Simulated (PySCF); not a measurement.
**C2H12Si4: electronic excitations**

Aim: predict the electronic excitations of C2H12Si4 (`[SiH3]C[SiH]1[SiH2]C[SiH2]1`).

Computed with PySCF 2.14.0, with density-fitted response routines of our own, on a single molecule in the gas phase. Atoms are numbered from 0 throughout.

### 1 Starting geometry

18 atoms, charge 0, multiplicity 1; geometry from: GFN2-xTB.

Bonds of the start (Å): Si0–C1 1.90, C1–Si2 1.91, Si2–Si3 2.35, Si3–C4 1.93, C4–Si5 1.93, Si5–Si2 2.34, Si0–H6 1.47, Si0–H7 1.47, Si0–H8 1.46, C1–H9 1.09, C1–H10 1.09, Si2–H11 1.48, Si3–H12 1.47, Si3–H13 1.47, C4–H14 1.09, C4–H15 1.09, Si5–H16 1.47, Si5–H17 1.47.

### 2 Excited states and response: wB97X-D/def2-SVPD

Job settings and geometry (Å):

```
{"job": {"kind": "uv", "xc": "wB97X-D", "basis": "def2-SVPD", "nstates": 8, "ntriplets": 3}, "charge": 0, "multiplicity": 1}
Si    -3.120514    -0.070707    -0.099640
C     -1.499916    -0.853708     0.500567
Si    -0.005733    -0.667440    -0.679249
Si     2.123465    -1.028581     0.243008
C      2.518764     0.813005    -0.188829
Si     0.876482     1.484426    -0.956128
H     -2.912509     1.362526    -0.322755
H     -4.175810    -0.257351     0.902028
H     -3.535469    -0.708990    -1.350549
H     -1.235842    -0.420691     1.466451
H     -1.670441    -1.915317     0.684878
H     -0.366281    -1.435334    -1.890782
H      2.271773    -1.280337     1.684744
H      3.089439    -1.934925    -0.392973
H      2.828415     1.384452     0.685051
H      3.350906     0.890547    -0.887605
H      0.351180     2.609934    -0.169283
H      1.103333     2.034807    -2.299630
```

Level: TDDFT wB97X-D/def2-SVPD, vertical, gas phase, core orbitals frozen in the response.

On the command line:

```
$ OMP_NUM_THREADS=1 python probes_run.py task.json out
```

One launch serves the whole session: the jobs run in the order shown.

Output:

```text
coarse grid: 16112 points
cycle   1  E = -1240.7401090731  dE =  1.265e-01  |g| = 3.365e-01  |ddm| = 4.869e+00
cycle   2  E = -1240.7578219982  dE = -1.771e-02  |g| = 2.506e-01  |ddm| = 8.851e-01
cycle   3  E = -1240.7749552607  dE = -1.713e-02  |g| = 3.688e-02  |ddm| = 3.425e-01
cycle   4  E = -1240.7754716486  dE = -5.164e-04  |g| = 8.902e-03  |ddm| = 1.325e-01
cycle   5  E = -1240.7755021430  dE = -3.049e-05  |g| = 2.018e-03  |ddm| = 2.836e-02
cycle   6  E = -1240.7755041492  dE = -2.006e-06  |g| = 6.808e-04  |ddm| = 7.929e-03
final grid: 134584 points
cycle   7  E = -1240.9430355436  dE = -8.062e-05  |g| = 3.187e-03  |ddm| = 1.251e-01
cycle   8  E = -1240.9430382957  dE = -2.752e-06  |g| = 1.827e-03  |ddm| = 1.785e-02
cycle   9  E = -1240.9430392060  dE = -9.103e-07  |g| = 5.620e-04  |ddm| = 3.762e-03
cycle  10  E = -1240.9430393292  dE = -1.231e-07  |g| = 1.548e-04  |ddm| = 1.745e-03
cycle  11  E = -1240.9430393414  dE = -1.225e-08  |g| = 4.087e-05  |ddm| = 4.963e-04
cycle  12  E = -1240.9430393429  dE = -1.492e-09  |g| = 1.439e-05  |ddm| = 1.851e-04
cycle  13  E = -1240.9430393431  dE = -1.587e-10  |g| = 6.292e-06  |ddm| = 5.425e-05
converged SCF energy = -1240.9430393431

Static polarisability (au): isotropic 135.735, principal 110.617 135.713 160.876

Singlet excitations
state   eV       nm        f      main configurations
  1   5.3210    233.0   0.00189   H->L 0.91
  2   5.8166    213.2   0.03442   H-1->L 0.90
  3   6.0198    206.0   0.11021   H->L+1 0.82
  4   6.3808    194.3   0.00303   H-2->L 0.86
  5   6.4814    191.3   0.00144   H-1->L+1 0.88
  6   6.8502    181.0   0.04708   H-1->L+2 0.38, H->L+2 0.31, H-2->L+1 0.15
  7   6.9625    178.1   0.10844   H->L+2 0.46, H-2->L+1 0.21, H-1->L+2 0.12
  8   7.0972    174.7   0.11913   H-2->L+1 0.49, H-1->L+2 0.33

Triplet excitations (Tamm-Dancoff, eV): 4.7665 5.1543 5.4148
```

Run time: 1.9 min. Hardware: 1 thread of Intel Xeon at 2.50GHz, shared host; peak memory 1 GiB.

The orbitals next to the gap, with their largest atomic shares:

```
orbital      eV                         atoms
 HOMO−3  -10.74   Si2 19 %, C1 19 %, H11 13 %
 HOMO−2  -10.16   C4 43 %, Si5 18 %, Si3 17 %
 HOMO−1   -9.50   Si2 24 %, C4 20 %, Si5 18 %
   HOMO   -9.12  Si2 29 %, Si3 25 %, Si5 14 %
   LUMO    0.79  Si2 25 %, Si5 16 %, Si3 16 %
 LUMO+1    1.14  Si3 20 %, Si2 19 %, Si5 18 %
 LUMO+2    1.78  Si2 20 %, Si5 17 %, Si3 12 %
```

With each of the 8 states as a Gaussian band of 0.4 eV half-width at 1/e, the curve within the window shown has maxima at 207 nm (ε 5,700), 177 nm (ε 11,000) L/(mol cm). Beyond the last state computed it falls off for lack of states. The curve at chosen wavelengths:

```tsv
nm	ε (L/mol/cm)
168	4391
172	8010
176	10385
179	10390
183	8364
187	5667
191	3894
195	3571
198	4050
202	5008
206	5636
210	5540
214	4770
217	3941
221	2786
225	1802
229	1086
233	623
236	403
240	224
244	126
248	72
252	42
255	28
259	16
263	9
```

Further results of this job:

```
           property  computed
  dipole moment (D)      0.61
polarisability (Å³)     20.11
 HOMO–LUMO gap (eV)      9.91
      −ε(HOMO) (eV)      9.12
```

### 3 Results

| quantity | value |
| --- | --- |
| lowest singlet (wB97X-D/def2-SVPD) | 5.32 eV (233 nm), f = 0.002 |
| brightest single state of those computed | state 8, 7.10 eV, f = 0.119 |
| lowest triplet | 4.77 eV |

In words: The first singlet state (HOMO→LUMO 0.91) lies at 5.32 eV and is weak; of the 8 states computed, the strongest absorption comes from state 8 at 7.10 eV (the last computed, so partners may be missing). The lowest triplet lies 0.55 eV below the lowest singlet (triplets in Tamm-Dancoff, singlets in full TDDFT).
